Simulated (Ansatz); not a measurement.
# Si: the cost of one run

Program: Ansatz 0.2.0. Level of theory: DFT LDA, scalar-relativistic. These are calculated values, not measurements.

### Step 1. The structure to begin with

The structure is orthorhombic, space group Imma (No. 74). Conventional cell: a = 4.502 Å, b = 4.737 Å, c = 2.550 Å, α = 90.00°, β = 90.00°, γ = 90.00°. Si (site symmetry mm2) has 8 Si at 2.39 to 2.74 Å as nearest neighbours.

Coordinates:

```
Si
1.0
    -2.25100    2.36850    1.27500
     2.25100   -2.36850    1.27500
     2.25100    2.36850   -1.27500
Si
2
Direct
  0.80700 0.55700 0.25000
  0.19300 0.44300 0.75000
```

The geometry is a database entry used as it stands. It may stem from high pressure or temperature, or be incomplete, so it serves as a test cell.

Atoms are numbered in the order of the input: Si1, Si2.

### Step 2. Volume × 0.95, LAPW

Contents of input.yaml:

```yaml
crystal:
  lattice:
    - [-2.2128400857, 2.3283481754, 1.2533856549]
    - [2.2128400857, -2.3283481754, 1.2533856549]
    - [2.2128400857, 2.3283481754, -1.2533856549]
  atoms:
    - { symbol: Si, position: [0.807, 0.557, 0.25] }
    - { symbol: Si, position: [0.193, 0.443, 0.75] }
kpoints:
  mp_grid: { grid: [16, 16, 16] }
scf:
  occupations: { method: fermi_dirac, width: 0.05 }
hamiltonian:
  xc: lda
  pseudopotentials: { kind: all_electron, lapw: { basis_error: 0.0005 } }
output:
  forces: true
  stress: true
  eigenvalues: true
```

Launch:

```console
> ansatz run input.yaml --threads 1 --pin off --max-ram 3072MiB --backend cpu --events-out ev --progress --plain --runs-dir out
```

**Question.** How long does this run take on 1 thread of Intel Xeon 6975P-C (Granite Rapids), shared host, and how much memory does it need?

About 24 s, with a peak of 0.79 GiB.
